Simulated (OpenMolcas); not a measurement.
# Cu³⁺ among point charges: CASSCF and CASPT2 levels and susceptibility, part 2 of 2

How does a field of 4 point charges split the states of Cu³⁺, and what χT follows?

OpenMolcas 26.06; ANO-RCC-VDZP, DKH2, active space 8 electrons in 5 orbitals (3d), orbitals: per spin and parity. Surroundings: 4 point charges of -2.5 e arranged as a tetrahedron (Td), 1.86 Å from the ion. The steps go on from the part before.

### Step 6. CASPT2: IPEA 0.25, imaginary shift 0.1 (closed shells correlated: 3s 3p)

File a.inp:

```
>>> COPY JOB001 $Project.JobIph
&CASPT2
Multistate=10 1 2 3 4 5 6 7 8 9 10
NoMult
Frozen=5
IPEA=0.25
Imaginary=0.1
MaxIter=60
WThr=0.0 0.3 0.05
PrWF=0.5
NoMix
>>> COPY JOB002 $Project.JobIph
&CASPT2
Multistate=15 1 2 3 4 5 6 7 8 9 10 11 12 13 14 15
NoMult
Frozen=5
IPEA=0.25
Imaginary=0.1
MaxIter=60
WThr=0.0 0.3 0.05
PrWF=0.5
NoMix
```

Standard output:

```text
Orbital specifications:
      -----------------------

      Symmetry species                           1
                                                 a
      Frozen orbitals                            5
      Inactive orbitals                          4
      Active orbitals                            5
      Secondary orbitals                        20
      Deleted orbitals                           0
      Number of basis functions                 34
Type of calculation                        SS-CASPT2
      Fock operator                              state-specific
      IPEA shift                                 0.25
      Real shift                                 0.00
      Imaginary shift                            0.10
      The input orbitals will be transformed to quasi-canonical
Reference energy:       -1659.4641337608
      E2 (Non-variational):      -0.4189280924
      Shift correction:          -0.0000814383
      E2 (Variational):          -0.4190095307
      Total energy:           -1659.8831432916
      Residual norm:              0.0000001813
      Reference weight:           0.94941
      Contributions to the CASPT2 correlation energy
      Active & Virtual Only:         -0.2036643294
      One Inactive Excited:          -0.1659753052
      Two Inactive Excited:          -0.0492884579
Reference energy:       -1659.4641337608
      E2 (Non-variational):      -0.4184739211
      Shift correction:          -0.0000809890
      E2 (Variational):          -0.4185549101
      Total energy:           -1659.8826886710
      Residual norm:              0.0000001829
      Reference weight:           0.94955
      Contributions to the CASPT2 correlation energy
      Active & Virtual Only:         -0.2033577874
      One Inactive Excited:          -0.1658488067
      Two Inactive Excited:          -0.0492673270
::    CASPT2 Root  1     Total energy:  -1659.88314329
::    CASPT2 Root  2     Total energy:  -1659.88268867
::    CASPT2 Root  3     Total energy:  -1659.88299951
::    CASPT2 Root  4     Total energy:  -1659.87905878
::    CASPT2 Root  5     Total energy:  -1659.87968424
::    CASPT2 Root  6     Total energy:  -1659.87664558
::    CASPT2 Root  7     Total energy:  -1659.86659666
::    CASPT2 Root  8     Total energy:  -1659.79204459
::    CASPT2 Root  9     Total energy:  -1659.79196197
::    CASPT2 Root 10     Total energy:  -1659.79209701
Orbital specifications:
      -----------------------

      Symmetry species                           1
                                                 a
      Frozen orbitals                            5
      Inactive orbitals                          4
      Active orbitals                            5
      Secondary orbitals                        20
      Deleted orbitals                           0
      Number of basis functions                 34
Type of calculation                        SS-CASPT2
      Fock operator                              state-specific
      IPEA shift                                 0.25
      Real shift                                 0.00
      Imaginary shift                            0.10
      The input orbitals will be transformed to quasi-canonical
Reference energy:       -1659.3786278855
      E2 (Non-variational):      -0.4362660784
      Shift correction:          -0.0000881721
      E2 (Variational):          -0.4363542505
      Total energy:           -1659.8149821360
      Residual norm:              0.0000000816
      Reference weight:           0.94619
      Contributions to the CASPT2 correlation energy
      Active & Virtual Only:         -0.2103784315
      One Inactive Excited:          -0.1683433575
      Two Inactive Excited:          -0.0575442893
Reference energy:       -1659.3786278855
      E2 (Non-variational):      -0.4361534547
      Shift correction:          -0.0000880869
      E2 (Variational):          -0.4362415416
      Total energy:           -1659.8148694271
      Residual norm:              0.0000000836
      Reference weight:           0.94622
      Contributions to the CASPT2 correlation energy
      Active & Virtual Only:         -0.2103327048
      One Inactive Excited:          -0.1682922545
      Two Inactive Excited:          -0.0575284954
::    CASPT2 Root  1     Total energy:  -1659.81498214
::    CASPT2 Root  2     Total energy:  -1659.81486943
::    CASPT2 Root  3     Total energy:  -1659.81480222
::    CASPT2 Root  4     Total energy:  -1659.81103696
::    CASPT2 Root  5     Total energy:  -1659.81101614
::    CASPT2 Root  6     Total energy:  -1659.76381942
::    CASPT2 Root  7     Total energy:  -1659.76370553
::    CASPT2 Root  8     Total energy:  -1659.76380190
::    CASPT2 Root  9     Total energy:  -1659.75635583
::    CASPT2 Root 10     Total energy:  -1659.75635458
::    CASPT2 Root 11     Total energy:  -1659.75547941
::    CASPT2 Root 12     Total energy:  -1659.75933932
::    CASPT2 Root 13     Total energy:  -1659.75927993
::    CASPT2 Root 14     Total energy:  -1659.75884582
::    CASPT2 Root 15     Total energy:  -1659.60446499
```

This run took 2 s in all on 1 thread, shared host.

SS-CASPT2: lowest energy less the reference's lowest, -0.4188 hartree; reference weights 0.942 to 0.950.

Spin-free states, with their symmetry labels:

```csv
state,degeneracy,E (cm-1),free-ion L (%)
3T1,3,0,F (100)
3T2,3,983,F (100)
3A2,1,3588,F (100)
1T2,3,14937,D (99)
1E,2,15784,D (98)
3T1,3,19952,P (100)
1T2,3,26154,G (99)
1E,2,27135,G (98)
1A1,1,27236,G (100)
1T1,3,27847,G (100)
1A1,1,61119,S (100)
```

With spin-orbit coupling:

| E (cm-1) | Degeneracy | Label | 2S+1 |
| --- | --- | --- | --- |
| 0 | 1 | A1 | 3 |
| 270 | 3 | T1 | 3 |
| 560 | 2 | E | 3 |
| 1240 | 3 | T2 | 3 |
| 2630 | 3 | T1 | 3 |
| 2850 | 3 | T2 | 3 |
| 2910 | 1 | A2 | 3 |
| 3610 | 2 | E | 3 |
| 5550 | 3 | T2 | 3 |
| 16200 | 3 | T2 | 1 |
| 16900 | 2 | E | 1 |
| 21300 | 3 | T2 | 3 |
| 21400 | 2 | E | 3 |
| 21870 | 3 | T1 | 3 |
| 22210 | 1 | A1 | 3 |
| 27640 | 3 | T2 | 1 |
| 28620 | 2 | E | 1 |
| 28720 | 1 | A1 | 1 |
| 29330 | 3 | T1 | 1 |
| 62700 | 1 | A1 | 1 |

Powder χT (cm³ K/mol): 0.04 at 2 K, 0.10 at 5 K, 0.21 at 10 K, 0.41 at 20 K, 1.03 at 50 K, 1.95 at 100 K, 2.57 at 150 K, 2.92 at 200 K, 3.13 at 250 K, 3.26 at 300 K.

A ligand-field fit to the states below 45000 cm-1 gives 10Dq = -2679 cm-1, B = 1341 cm-1 and C = 4759 cm-1 (C/B = 3.55), with a deviation of 811 cm-1.

### Step 7. The methods side by side

A. CASSCF
B. SS-CASPT2, IPEA 0.25, imaginary shift 0.1 (closed shells correlated: 3s 3p)

```csv
method,ground state,first state of that spin (cm-1),first gap with spin-orbit (cm-1),χT at 300 K
A,3T1,3T2 1397,337.3,3.04
B,3T1,3T2 983.5,269.5,3.26
```

### Step 8. Results

This closing draws on all 2 parts.

| quantity | value |
| --- | --- |
| method | SS-CASPT2, IPEA 0.25, imaginary shift 0.1 (closed shells correlated: 3s 3p) |
| spin-free ground state | 3T1, 3-fold in its orbital part |
| first state of the same spin within the active space | 3T2 at 983 cm⁻¹ |
| lowest level | 1-fold A1 |
| next level | 269.5 cm⁻¹ |
| χT at 300 K | 3.26 cm³ K/mol |
| effective moment at 300 K | 5.11 μB |

Cost by method:

```csv
method,time of its own steps,time with the reference
A. CASSCF,4.9 s,4.9 s
"B. SS-CASPT2, IPEA 0.25, imaginary shift 0.1, +3s 3p",2 s,6.9 s
```

Times are of one thread on a shared host.

**Reading.** The spin-free ground state (3T1) comes to 100 % from free-ion F terms and keeps the highest spin of the shell. χT at 300 K is 3.26, against 1.00 cm³ K/mol for the spin alone, so orbital moment adds to it. A ligand-field fit to the states below 45000 cm-1 gives 10Dq = -2679 cm-1, B = 1341 cm-1 and C = 4759 cm-1 (C/B = 3.55), with a deviation of 811 cm-1. CASPT2 does not keep the components of a term degenerate, and the means are used. The field of point charges can differ much from that of real complexes. Point charges carry no covalency, so the field is a model and not that of real ligands.
